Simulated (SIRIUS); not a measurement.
Set up this calculation in SIRIUS 7.10.0, as the native input.

```yaml
Task: single point
Functional: PBE
Potentials_or_basis: PseudoDojo 0.4.1 PBE standard (scalar relativistic)
Cutoff: 1127 eV
Density_cutoff: 4507 eV
k_mesh: 7 × 7 × 7
Occupations: fermi-dirac, width 0.05 eV
Spin: no spin polarisation
Libxc_names: "[\"XC_GGA_X_PBE\", \"XC_GGA_C_PBE\"]"
Energy_tol: 1e-08 Ha
Density_tol: 1e-06
Mixer: anderson
Mixing_beta: 0.7
Max_scf: 100
Radial_cutoff_for_the_potentials'_integrals: 6.5 bohr
```

Crystal: Ge3Pd.

```
CELL_PARAMETERS angstrom
4.14202 0.00000 0.00000
0.00000 4.14202 0.00000
0.00000 0.00000 4.14202
ATOMIC_POSITIONS crystal
Pd 0.00000 0.00000 0.00000
Ge 0.50000 0.50000 0.00000
Ge 0.50000 0.00000 0.50000
Ge 0.00000 0.50000 0.50000
```

The cell comes from a database or a generator and needn't be the stable form of this composition.

The input as run:

sirius.json

```json
{
  "control": {
    "processing_unit": "cpu",
    "verbosity": 2,
    "num_bands_to_print": 41,
    "print_forces": true,
    "print_stress": true
  },
  "parameters": {
    "electronic_structure_method": "pseudopotential",
    "xc_functionals": ["XC_GGA_X_PBE", "XC_GGA_C_PBE"],
    "gk_cutoff": 9.1,
    "pw_cutoff": 18.2,
    "ngridk": [7, 7, 7],
    "shiftk": [0, 0, 0],
    "smearing": "fermi_dirac",
    "smearing_width": 0.0018374661,
    "num_bands": 41,
    "num_mag_dims": 0,
    "num_dft_iter": 100,
    "energy_tol": 1e-08,
    "density_tol": 1e-06
  },
  "iterative_solver": {
    "type": "davidson",
    "min_tolerance": 1e-09,
    "tolerance_scale": [0.1, 0.25]
  },
  "mixer": {
    "type": "anderson",
    "beta": 0.7,
    "max_history": 8
  },
  "settings": {
    "tol_ne": 1e-10,
    "pseudo_grid_cutoff": 6.5
  },
  "unit_cell": {
    "lattice_vectors": [
      [7.827289071901, 0.0, 0.0],
      [0.0, 7.827289071901, 0.0],
      [0.0, 0.0, 7.827289071901]
    ],
    "atom_coordinate_units": "lattice",
    "atom_types": ["Pd", "Ge"],
    "atom_files": {
      "Pd": "Pd.json",
      "Ge": "Ge.json"
    },
    "atoms": {
      "Pd": [
        [0.0, 0.0, 0.0]
      ],
      "Ge": [
        [0.5, 0.5, 0.0],
        [0.5, 0.0, 0.5],
        [0.0, 0.5, 0.5]
      ]
    }
  }
}
```

Potentials or basis: PseudoDojo 0.4.1 PBE standard (scalar relativistic).

Command:

```bash
$ upf_to_json Pd.upf
$ upf_to_json Ge.upf
$ OMP_NUM_THREADS=1 sirius.scf --input=sirius.json --output=out.json --task=0
```

Results of the run:

```yaml
Pressure: -0.1 GPa
Band_gap_on_the_k_mesh: none (metal or under the smearing width)
```

Caveat: this set's palladium file may shift the pressure by some GPa.

Wall time 2.9 min on 1 thread of Arm Neoverse V1 (shared host), peak memory 0.49 GiB.
